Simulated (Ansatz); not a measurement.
# AlH3IN (SMILES [NH2][AlH][I]): a rigid scan of the bond length Al2–I3

An exercise on one series of results from a longer session: the logs are not shown, and one member is left open.

Computed with Ansatz 0.2.0, Gaussian basis. Level: single points in def2-TZVPP.

Levels: PBE-D4, r2SCAN-D4, PBE0-D4, B3LYP-D4, wB97M-V, Hartree-Fock, MP2, CCSD, CCSD(T). The scan takes 2.128, 2.201, 2.308, 2.433, 2.571, 2.720, 2.878, 3.044, 3.217 Å.

Cores are frozen in the correlated methods. Filled d shells of the heavier atoms are correlated. Core potentials replace the inner electrons past krypton, and spin-orbit coupling is left out. B3LYP uses VWN-RPA correlation.

26 further runs of the same task are left out: 26 set aside as unsound or not needed.

## Where the work starts

SMILES `[NH2][AlH][I]`, 6 atoms, charge 0, spin multiplicity 1.

Atoms are counted from 1 here; the program's logs count them from 0.

Bond lengths: N1–Al2 1.769 Å, N1–H4 1.013 Å, N1–H5 1.015 Å, Al2–I3 2.512 Å, Al2–H6 1.521 Å. Angles: Al2–N1–H4 124.9°, Al2–N1–H5 127.5°, H4–N1–H5 107.6°, N1–Al2–I3 124.0°, N1–Al2–H6 119.7°, I3–Al2–H6 116.3°.

Coordinates:

```mol
AlH3IN
  3D, bonds by distance, orders not assigned

  6  5  0  0  0  0  0  0  0  0999 V2000
   -0.6433    0.3221   -0.7673 N   0  0
    0.4006   -0.0381    0.6145 Al  0  0
    1.6554   -2.1956    0.9026 I   0  0
   -1.2095    1.1570   -0.8641 H   0  0
   -0.7888   -0.2454   -1.5959 H   0  0
    0.5856    1.0001    1.7102 H   0  0
  1  2  8  0
  1  4  8  0
  1  5  8  0
  2  3  8  0
  2  6  8  0
M  END
```

Set-up of the first run:

relax/in.yaml reads:

```yaml
crystal:
  periodic: [false, false, false]
  atoms:
    - {symbol: N, position_ang: [-0.643330, 0.322080, -0.767270]}
    - {symbol: Al, position_ang: [0.400600, -0.038130, 0.614500]}
    - {symbol: I, position_ang: [1.655420, -2.195580, 0.902650]}
    - {symbol: H, position_ang: [-1.209470, 1.156990, -0.864150]}
    - {symbol: H, position_ang: [-0.788810, -0.245410, -1.595920]}
    - {symbol: H, position_ang: [0.585590, 1.000060, 1.710180]}
basis:
  gaussian: {orbitals: def2-TZVP}
hamiltonian: {xc: pbe0, dispersion: d4}
relax: {f_tol: 0.005, max_steps: 200}
```

The command line of these runs was not kept.

Among the steps run: Relaxation at PBE0-D4; Reference energies at the minimum; Al2–I3 = 2.128 Å; Al2–I3 = 2.201 Å; Al2–I3 = 2.308 Å; Al2–I3 = 2.433 Å; Al2–I3 = 2.571 Å; Al2–I3 = 2.720 Å; Al2–I3 = 2.878 Å; Al2–I3 = 3.044 Å; Al2–I3 = 3.217 Å.

One of the session's tables, all rows but one given; the rest of the session is left out.

It belongs to the step «The curves». Energies less that of the minimum at the same level (eV):

```
bond length (Å)  PBE-D4  PBE0-D4  B3LYP-D4  wB97M-V  Hartree-Fock
          2.128   1.072    1.021     1.068    1.004         1.160
          2.201   0.617    0.575     0.612    0.561         0.672
          2.308   0.212    0.185     0.207    0.176         0.234
          2.433   0.017    0.010     0.016    0.008         0.020
2.475 (minimum)   0.000    0.000     0.000    0.000         0.000
          2.571   0.027    0.044     0.031    0.050         0.028
          2.720       ?        ?         ?        ?             ?
          2.878   0.478    0.552     0.497    0.577         0.522
          3.044   0.821    0.926     0.846    0.965         0.907
          3.217   1.187    1.326     1.218    1.383         1.330
```

Estimate the missing values for bond length (Å) = 2.720.

Worked estimate for «PBE-D4». A straight line through the neighbours (2.571, 0.027) and (2.878, 0.478) gives 0.027 + (0.478 − 0.027) × (2.720 − 2.571) / (2.878 − 2.571) = 0.246; a parabola fitted to 4 rows on both sides gives 0.199.

The run gave: PBE-D4: 0.198; PBE0-D4: 0.242; B3LYP-D4: 0.209; wB97M-V: 0.257; Hartree-Fock: 0.213. In «PBE-D4» the line misses by +0.048 and the parabola by +0.001.

Caveats from the session: A polynomial through the near points puts the CCSD(T) minimum at the PBE0-D4 value.
